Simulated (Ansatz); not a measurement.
# One shape, several levels: doublet C2H3BFN+

Wanted: a comparison of 6 runs (UHF/def2-SVP, U-r2SCAN/def2-SVP, U-r2SCAN0/def2-SVP, U-wB97M-V/def2-SVP, UB2PLYP/def2-SVP, UPBE/def2-SVP) of doublet C2H3BFN+. 

The calculation is run with Ansatz 0.2.0.

122 further runs of the same task are left out: 122 set aside as unsound or not needed.

## 1. Starting point

The species is C2H3BFN+ (8 atoms), meant as a doublet with charge +1. SMILES of the parent species: `FB1C=NC1`. The coordinates come from a PBE0-D4/def2-TZVP relaxation. That shape belongs to the parent species and isn't relaxed for this state.

Bond lengths: F1–B2 1.312 Å, B2–C3 1.553 Å, C3–N4 1.291 Å, B2–C5 1.580 Å, N4–C5 1.510 Å, C3–H6 1.087 Å, C5–H7 1.093 Å, C5–H8 1.090 Å. Some angles: F1–B2–C3 135.6°, F1–B2–C5 135.3°, C3–B2–C5 86.1°, B2–C3–N4 90.7°, C3–N4–C5 99.2°, B2–C5–N4 82.2°, B2–C3–H6 145.8°, N4–C3–H6 122.6°, B2–C5–H7 120.5°, B2–C5–H8 118.9°.

## 2. The energy at UHF/def2-SVP (run 1)

Input file in.yaml:

```yaml
crystal:
  periodic: [false, false, false]
  atoms:
    - {symbol: F, position_ang: [0.213200, -1.007300, 1.918400]}
    - {symbol: B, position_ang: [-0.024100, -0.304800, 0.836200]}
    - {symbol: C, position_ang: [0.319000, 1.128500, 0.345800]}
    - {symbol: N, position_ang: [0.303900, 0.728600, -0.881200]}
    - {symbol: C, position_ang: [-0.301700, -0.640600, -0.682300]}
    - {symbol: H, position_ang: [0.656500, 2.120900, 0.633900]}
    - {symbol: H, position_ang: [0.257100, -1.432700, -1.186200]}
    - {symbol: H, position_ang: [-1.331600, -0.649700, -1.040300]}
basis:
  gaussian:
    orbitals: def2-SVP
total_charge: 1
magnetization:
  spin_polarized: true
  initial_magnetization: 1
hamiltonian:
  xc: hf
accuracy: high
output: {orbitals: {seedname: orbitals}}
```

On the command line:

```bash
$ ansatz run in.yaml --threads 1 --pin off --max-ram 3480MiB --events-out events.jsonl --progress --plain --runs-dir runs
```

Standard output:

```text
Warning: RAYON_NUM_THREADS=1 ignored (pool sized by the plan → 1); use --threads N
Functional definition: HF
  name "HF"
  exchange = exact_x
  correlation = 0
2018 factors; integrals over basis functions are off by at most 3.5e-9 eV
mean field evaluation 1: about -6948.2966 eV, gradient 3.0e1 eV
mean field evaluation 2: about -6948.4522 eV, gradient 3.0e1 eV
mean field evaluation 4: about -6952.7284 eV, gradient 4.0e0 eV
mean field evaluation 8: about -6953.2503 eV, gradient 7.4e-1 eV
mean field evaluation 16: about -6953.3873 eV, gradient 8.2e-2 eV
mean field evaluation 32: about -6951.5425 eV, gradient 2.9e0 eV
mean field -6953.38756260 eV, -255.5322797500 hartree, gradient 2.4e-8 eV, S^2 1.000949; 1 other end points of the search recorded, 0 dependent functions left out
reference -6953.38756260 eV, -255.5322797500 hartree; 18, 17 occupied and 67, 68 virtual orbitals, 2018 factors
Total energy: -6953.38756260 eV, -255.5322797500 hartree
```

Run time: 3.6 s. Hardware: 1 thread of Arm Neoverse V2, shared host; peak memory 0.28 GiB.

## 3. The energy at U-r2SCAN/def2-SVP (run 2)

Input file job.yaml:

```yaml
crystal:
  periodic: [false, false, false]
  atoms:
    - {symbol: F, position_ang: [0.213200, -1.007300, 1.918400]}
    - {symbol: B, position_ang: [-0.024100, -0.304800, 0.836200]}
    - {symbol: C, position_ang: [0.319000, 1.128500, 0.345800]}
    - {symbol: N, position_ang: [0.303900, 0.728600, -0.881200]}
    - {symbol: C, position_ang: [-0.301700, -0.640600, -0.682300]}
    - {symbol: H, position_ang: [0.656500, 2.120900, 0.633900]}
    - {symbol: H, position_ang: [0.257100, -1.432700, -1.186200]}
    - {symbol: H, position_ang: [-1.331600, -0.649700, -1.040300]}
basis:
  gaussian: {orbitals: def2-SVP}
total_charge: 1
magnetization: {spin_polarized: true, initial_magnetization: 1}
hamiltonian: {xc: {name: r2SCAN}}
accuracy: high
output: {orbitals: {seedname: orbitals}}
```

On the command line:

```bash
$ ansatz run job.yaml --threads 1 --pin off --max-ram 3480MiB --events-out events.jsonl --progress --plain --runs-dir runs
```

Standard output:

```text
Warning: RAYON_NUM_THREADS=1 ignored (pool sized by the plan → 1); use --threads N
Functional definition: r2SCAN
  name "r2SCAN"
  parameter k0 = 0.174
  parameter k1 = 0.065
  parameter a1 = 4.9479
  exchange = r2scan_x(k0 = k0, k1 = k1, a1 = a1)
  correlation = r2scan_c
2018 factors; integrals over basis functions are off by at most 3.5e-9 eV
mean field evaluation 1: about -6978.4004 eV, gradient 4.6e1 eV
mean field evaluation 2: about -6956.8220 eV, gradient 8.7e1 eV
mean field evaluation 4: about -6986.2502 eV, gradient 1.1e1 eV
mean field evaluation 8: about -6986.8604 eV, gradient 5.2e-1 eV
mean field evaluation 16: about -6986.8628 eV, gradient 2.7e-3 eV
mean field evaluation 32: about -6986.8628 eV, gradient 3.1e-8 eV
mean field -6986.86279226 eV, -256.7624717499 hartree, gradient 3.1e-8 eV, S^2 0.764217; 1 other end points of the search recorded, 0 dependent functions left out
reference -6986.86279396 eV, -256.7624718123 hartree; 18, 17 occupied and 67, 68 virtual orbitals, 2018 factors
Total energy: -6986.86279396 eV, -256.7624718123 hartree
```

Wall time 20 s (1 thread of Arm Neoverse V2, shared host); peak memory 0.4 GiB.

Runs 3 to 5 aren't shown in full; the table further down has their settings and results.

## 4. The energy at UPBE/def2-SVP (run 6)

Input file molecule.yaml:

```yaml
crystal:
  periodic: [false, false, false]
  atoms:
    - {symbol: F, position_ang: [0.213200, -1.007300, 1.918400]}
    - {symbol: B, position_ang: [-0.024100, -0.304800, 0.836200]}
    - {symbol: C, position_ang: [0.319000, 1.128500, 0.345800]}
    - {symbol: "N", position_ang: [0.303900, 0.728600, -0.881200]}
    - {symbol: C, position_ang: [-0.301700, -0.640600, -0.682300]}
    - {symbol: H, position_ang: [0.656500, 2.120900, 0.633900]}
    - {symbol: H, position_ang: [0.257100, -1.432700, -1.186200]}
    - {symbol: H, position_ang: [-1.331600, -0.649700, -1.040300]}
basis:
  gaussian:
    orbitals: def2-SVP
total_charge: 1
magnetization:
  spin_polarized: true
  initial_magnetization: 1
hamiltonian:
  xc: pbe
accuracy: high
output: {orbitals: {seedname: orbitals}}
```

On the command line:

```bash
$ ansatz run molecule.yaml --threads 1 --pin off --max-ram 3480MiB --events-out events.jsonl --progress --plain --runs-dir runs
```

Standard output:

```text
Warning: RAYON_NUM_THREADS=1 ignored (pool sized by the plan → 1); use --threads N
Functional definition: PBE
  name "PBE"
  parameter kappa = 0.804
  parameter beta = 0.06672455060314922
  exchange = pbe_x(kappa = kappa, mu = beta*pi^2/3)
  correlation = pbe_c(beta = beta)
2018 factors; integrals over basis functions are off by at most 3.5e-9 eV
mean field evaluation 1: about -6972.2776 eV, gradient 5.0e1 eV
mean field evaluation 2: about -6940.6694 eV, gradient 1.0e2 eV
mean field evaluation 4: about -6981.5288 eV, gradient 1.5e1 eV
mean field evaluation 8: about -6982.6272 eV, gradient 6.0e-1 eV
mean field evaluation 16: about -6982.6292 eV, gradient 1.0e-3 eV
mean field evaluation 32: about -6979.9697 eV, gradient 1.3e1 eV
mean field -6982.62924075 eV, -256.6068916016 hartree, gradient 1.1e-8 eV, S^2 0.755375; 2 other end points of the search recorded, 0 dependent functions left out
reference -6982.62924380 eV, -256.6068917136 hartree; 18, 17 occupied and 67, 68 virtual orbitals, 2018 factors
Total energy: -6982.62924380 eV, -256.6068917136 hartree
```

Wall time 9.3 s (1 thread of Arm Neoverse V2, shared host); peak memory 0.27 GiB.

## 5. All runs side by side

```tsv
run	level	frozen core orbitals	energy (Eh)	HOMO energy (eV)	LUMO energy (eV)	⟨S²⟩	wall time
1	UHF/def2-SVP	–	-255.532280	-19.37	-6.51	1.001	3.6 s
2	U-r2SCAN/def2-SVP	–	-256.762472	-14.72	-12.93	0.764	20 s
3	U-r2SCAN0/def2-SVP	–	-256.728594	-16.13	-11.72	0.777	31 s
4	U-wB97M-V/def2-SVP	–	-256.810467	-18.21	-9.91	0.761	2 min
5	UB2PLYP/def2-SVP	5	-256.658723	-17.31	-10.17	0.785	17 s
6	UPBE/def2-SVP	–	-256.606892	-14.36	-13.39	0.755	9.3 s
```

## 6. What came out

| quantity | value |
| --- | --- |
| run 6: total energy | -256.60689 Eh |
| run 6: HOMO energy (highest over α and β) | -14.36 eV |
| run 6: LUMO energy (lowest over α and β) | -13.39 eV |
| run 6: ⟨S²⟩ | 0.755 |

**Reading.** Totals of different functionals can't be ranked against each other. Spin contamination of the reference: run 1 ⟨S²⟩ = 1.00. All runs together took 3.4 min, the longest 2 min.
